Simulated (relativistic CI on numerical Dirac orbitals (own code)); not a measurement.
**Ag⁺: one ion under different settings**

How much do the settings matter for Ag⁺? One ion, several inputs.

The numbers are computed with relativistic CI on numerical Dirac orbitals (own code) version 3 (Dirac-Coulomb-Breit CI, KLI orbitals optimised for each configuration, model QED (radiative potential, 1s self-energy scaled to tabulated hydrogen-like ionisation energies), numerical settings as typed), except any that are marked as measured or tabulated.

### Step 1. What is computed

```
ion            : Ag⁺ (Ag II)
nuclear charge : 47
electrons      : 46
isotope        : A = 107
```

### Step 2. The usual input

Settings of the run:

```ini
atom Ag  Z=47  charge=1  electrons=46
nucleus A=107  rms_radius_fm=4.5454
hamiltonian dirac-coulomb  breit=on  qed=on  c_scale=1
orbitals kli  potential=per-configuration
slater_scale 1
correlation none
mixing on
grid step=0.0125 r_max=74.5
scf mixing=0.4 start=green max_iterations=150 tolerance=2e-08 node_fill=0.05
configurations
  [Kr] 4d10
end
```

Started as:

```sh
> python run_levels.py task.json out
```

task.json lists these runs, among others, and the program works through them in turn.

### Step 3. Potential mixing 0.05, QED terms off, end of the grid 223.5

Settings of the run:

```ini
atom Ag  Z=47  charge=1  electrons=46
nucleus A=107  rms_radius_fm=4.5454
hamiltonian dirac-coulomb  breit=on  qed=off  c_scale=1
orbitals kli  potential=per-configuration
slater_scale 1
correlation none
mixing on
grid step=0.0125 r_max=223.5
scf mixing=0.05 start=green max_iterations=150 tolerance=2e-08 node_fill=0.05
configurations
  [Kr] 4d10
end
```

### Step 4. Slater scale 1.2

Settings of the run:

```ini
atom Ag  Z=47  charge=1  electrons=46
nucleus A=107  rms_radius_fm=4.5454
hamiltonian dirac-coulomb  breit=on  qed=on  c_scale=1
orbitals kli  potential=per-configuration
slater_scale 1.2
correlation none
mixing on
grid step=0.0125 r_max=74.5
scf mixing=0.4 start=green max_iterations=150 tolerance=2e-08 node_fill=0.05
configurations
  [Kr] 4d10
end
```

### Step 5. Nuclear radius 5.909

Settings of the run:

```ini
atom Ag  Z=47  charge=1  electrons=46
nucleus A=107  rms_radius_fm=5.9090
hamiltonian dirac-coulomb  breit=on  qed=on  c_scale=1
orbitals kli  potential=per-configuration
slater_scale 1
correlation none
mixing on
grid step=0.0125 r_max=74.5
scf mixing=0.4 start=green max_iterations=150 tolerance=2e-08 node_fill=0.05
configurations
  [Kr] 4d10
end
```

### Step 6. Speed-of-light factor 1.25, iteration limit 30

Settings of the run:

```ini
atom Ag  Z=47  charge=1  electrons=46
nucleus A=107  rms_radius_fm=4.5454
hamiltonian dirac-coulomb  breit=on  qed=on  c_scale=1.25
orbitals kli  potential=per-configuration
slater_scale 1
correlation none
mixing on
grid step=0.0125 r_max=74.5
scf mixing=0.4 start=green max_iterations=30 tolerance=2e-08 node_fill=0.05
configurations
  [Kr] 4d10
end
```

### Step 7. Potential mixing 1.3

Settings of the run:

```ini
atom Ag  Z=47  charge=1  electrons=46
nucleus A=107  rms_radius_fm=4.5454
hamiltonian dirac-coulomb  breit=on  qed=on  c_scale=1
orbitals kli  potential=per-configuration
slater_scale 1
correlation none
mixing on
grid step=0.0125 r_max=74.5
scf mixing=1.3 start=green max_iterations=91 tolerance=2e-08 node_fill=0.05
configurations
  [Kr] 4d10
end
```

(Steps that only read results are left out.)

What does the calculation give? Wanted: lowest level, usual settings; total energy.

The runs gave:

| setting | total energy less usual (Ha) | largest shift of a level among the lowest eight of both runs, same label and place (cm⁻¹) | SCF iterations | time | lowest level | kind of change |
| --- | --- | --- | --- | --- | --- | --- |
| usual | 0 | 0 | 11 | 0.12 s | 4d10 1S0 | - |
| potential mixing 0.05, QED terms off, end of the grid 223.5 | -2.38 | - | 16 | 0.09 s | 4d10 1S0 | model term |
| Slater scale 1.2 | 0 | - | 11 | 0.12 s | 4d10 1S0 | model term |
| nuclear radius 5.909 | 0.0685 | - | 11 | 0.12 s | 4d10 1S0 | unphysical constant |
| speed-of-light factor 1.25, iteration limit 30 | 42.1 | - | 12 | 0.12 s | 4d10 1S0 | unphysical constant |
| potential mixing 1.3 | 0 | - | 14 | 0.13 s | 4d10 1S0 | extreme, harmless here |

| quantity | value |
| --- | --- |
| lowest level, usual settings | 4d10 1S0 |
| total energy | -5308.4271 Ha |

In words: No visible change in the result comes from «Slater scale 1.2» or «potential mixing 1.3». Only the listed configurations are in the model. Near neutrality, missing correlation can shift configurations against each other by thousands of cm⁻¹.
